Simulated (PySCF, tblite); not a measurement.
# C2H9ClSSi3: geometry, infrared bands and NMR shifts

Aim: predict the infrared bands and NMR shifts of C2H9ClSSi3 (`C=C[Si@@H](Cl)[SiH2]S[SiH3]`).

Programs: tblite 0.8.0 and PySCF 2.14.0, with density-fitted response routines of our own. Each step states its level of theory. These are calculated values for one molecule in the gas phase, unless marked as measured. Atoms count from 0, in the outputs and in this text.

## 1. The molecule as given

16 atoms, charge 0, multiplicity 1; geometry from: force field or distance geometry start.

Bonds of the start (Å): C0–C1 1.32, C1–Si2 1.85, Si2–Cl3 2.12, Si2–Si4 2.22, Si4–S5 2.17, S5–Si6 2.15, C0–H7 1.10, C0–H8 1.07, C1–H9 1.11, Si2–H10 1.48, Si4–H11 1.48, Si4–H12 1.47, Si6–H13 1.49, Si6–H14 1.46, Si6–H15 1.46.

## 2. Geometry optimisation with GFN2-xTB

The job: settings as JSON, then the geometry in Å.

```
{"job": {"kind": "relax", "xc": "GFN2-xTB", "basis": "xTB"}, "charge": 0, "multiplicity": 1}
C     -2.756400     0.688400     1.193200
C     -2.780600    -0.501300     0.613200
Si    -1.448700    -1.011300    -0.560300
Cl    -1.737500     0.190100    -2.282700
Si     0.586900    -0.750000     0.298400
S      1.395300     1.176200    -0.280200
Si     3.522400     1.062000    -0.024200
H     -3.567000     0.946300     1.898300
H     -2.016300     1.443200     1.027500
H     -3.574400    -1.237300     0.843300
H     -1.642400    -2.406600    -1.018200
H      1.453300    -1.784500    -0.308100
H      0.571700    -0.816400     1.767100
H      3.878800    -0.311200     0.430000
H      4.117300     1.319200    -1.336200
H      3.990300     2.002200     0.995000
```

On the command line:

```bash
$ OMP_NUM_THREADS=1 python probes_run.py task.json out
```

The driver reads the jobs from task.json and runs them one after another.

**Question.** This job is followed by: GFN2-xTB harmonic vibrations, gas phase; GIAO PBE0/pcSseg-1 NMR shielding, non-relativistic, gas phase. What will the session give for the following? strongest single infrared mode (GFN2-xTB); zero-point energy (GFN2-xTB); 13C shifts against TMS (PBE0/pcSseg-1); 1H shifts against TMS (PBE0/pcSseg-1, means over atoms taken as alike); 29Si shifts against TMS (PBE0/pcSseg-1); 35Cl shifts against HCl (PBE0/pcSseg-1); 33S shifts against CS2 (PBE0/pcSseg-1).

The runs gave:

```
                                                              quantity                                         value
                             strongest single infrared mode (GFN2-xTB)                          608 cm⁻¹, 596 km/mol
                                          zero-point energy (GFN2-xTB)                                 59.2 kcal/mol
                                13C shifts against TMS (PBE0/pcSseg-1)                              146.2, 144.0 ppm
1H shifts against TMS (PBE0/pcSseg-1, means over atoms taken as alike)  6.70, 6.60, 6.55, 5.83, 4.85, 4.71, 4.67 ppm
                               29Si shifts against TMS (PBE0/pcSseg-1)                       -18.9, -52.5, -56.8 ppm
                               35Cl shifts against HCl (PBE0/pcSseg-1)                                       -54 ppm
                                33S shifts against CS2 (PBE0/pcSseg-1)                                      -359 ppm
```

**Reading.** Relaxing lowered the energy by 0.423 eV in 261 steps; the close pair that moved most is Si2–Si4, from 2.225 to 2.312 Å. No mode is imaginary among the 42: a minimum at this level. The strongest single mode, at 608 cm⁻¹, moves mainly H10. GFN2-xTB is a fitted tight-binding method: band positions and strengths are rough. Its intensities can rank the bands wrongly. The most deshielded carbon is C0 (terminal =CH2 carbon), at 146.2 ppm: an sp2 carbon of a C=C bond. At PBE0/pcSseg-1: The widest tensor belongs to C0: span 251 ppm, with a paramagnetic part of -216 ppm.
